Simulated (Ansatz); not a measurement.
# C₂H₈BFO: small, medium and large basis sets

An exercise on one series of results from a longer session: the logs are not shown, and one member is left open.

Program: Ansatz 0.2.0, Gaussian basis. Level of theory: one geometry, several basis sets. These are calculated values, not measurements.

Levels to be run: PBE0-D4/def2-SVP; ωB97M-V/def2-SVP; PBE0-D4/def2-QZVPP; ωB97M-V/def2-QZVPP; the functionals' def2-TZVPP values are taken from earlier runs.

### Structure used throughout

An earlier PBE0-D4 in a triple-zeta def2 set relaxation fixed the geometry.

SMILES `C[B-](C)([OH2+])F`, 13 atoms, charge 0, spin multiplicity 1.

Atoms are counted from 1 here; the program's logs count them from 0.

Bond lengths: C1–B2 1.584 Å, C1–H6 1.093 Å, C1–H7 1.095 Å, C1–H8 1.096 Å, B2–C3 1.584 Å, B2–O4 1.883 Å, B2–F5 1.380 Å, C3–H9 1.093 Å, C3–H10 1.096 Å, C3–H11 1.095 Å, O4–H12 0.965 Å, O4–H13 0.965 Å. Angles: B2–C1–H6 112.8°, B2–C1–H7 108.9°, B2–C1–H8 113.0°, H6–C1–H7 107.0°, H6–C1–H8 108.4°, H7–C1–H8 106.3°, C1–B2–C3 121.5°, C1–B2–O4 100.7°, C1–B2–F5 115.1°, C3–B2–O4 100.7°, C3–B2–F5 115.1°, O4–B2–F5 97.6°, B2–C3–H9 112.8°, B2–C3–H10 113.0°, B2–C3–H11 108.9°, H9–C3–H10 108.5°, H9–C3–H11 107.0°, H10–C3–H11 106.3° and more.

Coordinates:

```xyz
13

C    -1.4273    0.0564   -0.5320
B     0.1472    0.0943   -0.3677
C     0.9628   -1.1838    0.0894
O     0.3115    1.1778    1.1629
F     0.8075    0.9249   -1.2499
H    -1.9325   -0.3956    0.3250
H    -1.6775   -0.5513   -1.4084
H    -1.8636    1.0455   -0.7095
H     0.5298   -1.6723    0.9657
H     2.0165   -0.9680    0.2979
H     0.9550   -1.9184   -0.7231
H     1.2593    1.3292    1.2581
H    -0.0680    2.0267    0.9064
```

Set-up of the first run:

File in.yaml:

```yaml
crystal:
  periodic: [false, false, false]
  atoms:
    - {symbol: C, position_ang: [-1.427334, 0.056377, -0.531985]}
    - {symbol: B, position_ang: [0.147194, 0.094288, -0.367695]}
    - {symbol: C, position_ang: [0.962803, -1.183841, 0.089426]}
    - {symbol: O, position_ang: [0.311523, 1.177822, 1.162933]}
    - {symbol: F, position_ang: [0.807455, 0.924899, -1.249901]}
    - {symbol: H, position_ang: [-1.932492, -0.395595, 0.325020]}
    - {symbol: H, position_ang: [-1.677540, -0.551252, -1.408366]}
    - {symbol: H, position_ang: [-1.863626, 1.045466, -0.709533]}
    - {symbol: H, position_ang: [0.529828, -1.672290, 0.965727]}
    - {symbol: H, position_ang: [2.016456, -0.968030, 0.297873]}
    - {symbol: H, position_ang: [0.955033, -1.918435, -0.723066]}
    - {symbol: H, position_ang: [1.259309, 1.329216, 1.258138]}
    - {symbol: H, position_ang: [-0.068007, 2.026675, 0.906430]}
basis:
  gaussian: {orbitals: def2-SVP}
hamiltonian: {xc: pbe0, dispersion: d4}
output: {orbitals: {seedname: orbitals}}
```

On the command line:

```sh
$ ansatz run in.yaml --threads 4 --pin off --events-out ev --progress --plain --max-ram 10444MiB
```

Among the steps run: PBE0-D4 in def2-SVP; ωB97M-V in def2-SVP; PBE0-D4 in def2-QZVPP; ωB97M-V in def2-QZVPP.

One of the session's tables, all rows but one given; the rest of the session is left out.

It belongs to the step «Functionals by basis». 

| functional | basis | HOMO (eV) | LUMO (eV) |
| --- | --- | --- | --- |
| PBE0-D4 | def2-SVP | -7.84 | 0.69 |
| PBE0-D4 | def2-TZVPP | ? | ? |
| PBE0-D4 | def2-QZVPP | -8.00 | -0.26 |
| ωB97M-V | def2-SVP | -10.18 | 2.35 |
| ωB97M-V | def2-TZVPP | -10.33 | 1.53 |
| ωB97M-V | def2-QZVPP | -10.35 | 0.98 |

Q: Estimate the row for PBE0-D4, def2-TZVPP from the others.

**Answer.** HOMO (eV): -7.98; LUMO (eV): 0.06. In the column «HOMO (eV)» it lies between PBE0-D4, def2-QZVPP (-8.00) and PBE0-D4, def2-SVP (-7.84).
